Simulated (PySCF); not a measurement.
# C4HF3O: electronic excitations

Wanted: the electronic excitations of C4HF3O (`O=C=CC(F)=C(F)F`), by calculation.

The runs use PySCF 2.14.0, with density-fitted response routines of our own; the level of theory stands in each step. All values are computed, except where a source is named. Atoms count from 0, in the outputs and in this text.

### Step 1. The molecule as given

9 atoms, charge 0, multiplicity 1; geometry from: GFN2-xTB.

Bonds of the start (Å): O0–C1 1.15, C1–C2 1.31, C2–C3 1.45, C3–F4 1.34, C3–C5 1.34, C5–F6 1.32, C5–F7 1.33, C2–H8 1.08.

### Step 2. Excited states and response: CAM-B3LYP/def2-SVPD

Job settings and geometry (Å):

```
{"job": {"kind": "uv", "xc": "CAM-B3LYP", "basis": "def2-SVPD", "nstates": 8, "ntriplets": 3}, "charge": 0, "multiplicity": 1}
O      3.011045    -0.091871     1.237966
C      1.938666    -0.281174     0.858368
C      0.732769    -0.537564     0.427255
C     -0.279501     0.465628     0.186970
F      0.058340     1.744436     0.429730
C     -1.512521     0.203864    -0.255291
F     -2.462396     1.097358    -0.485276
F     -1.933340    -1.031874    -0.522104
H      0.460499    -1.562809     0.233397
```

Method: TDDFT CAM-B3LYP/def2-SVPD, vertical, gas phase, core orbitals frozen in the response.

Run with:

```sh
> OMP_NUM_THREADS=1 python probes_run.py task.json out
```

One launch serves the whole session: the jobs run in the order shown.

Predict these results of the whole session: lowest singlet (CAM-B3LYP/def2-SVPD); brightest single state of those computed; lowest triplet; surface potential, 1st and 99th percentile.

The runs gave:

```
                                quantity                        value
    lowest singlet (CAM-B3LYP/def2-SVPD)  3.30 eV (375 nm), f = 0.000
brightest single state of those computed  state 3, 6.34 eV, f = 0.693
                          lowest triplet                      2.99 eV
   surface potential, 1st and 99th percentile           -0.54 V and 1.73 V
```

The first singlet state (HOMO→LUMO 0.91) lies at 3.30 eV and is dark; of the 8 states computed, the strongest absorption comes from state 3 at 6.34 eV. The lowest triplet lies 0.32 eV below the lowest singlet (triplets in Tamm-Dancoff, singlets in full TDDFT). By nearest atom (CAM-B3LYP/def2-SVPD), the HOMO sits on C2, C5 about 22 % each; C1, C3 about 13 % each and the LUMO on C1 47 %; O0 27 %.
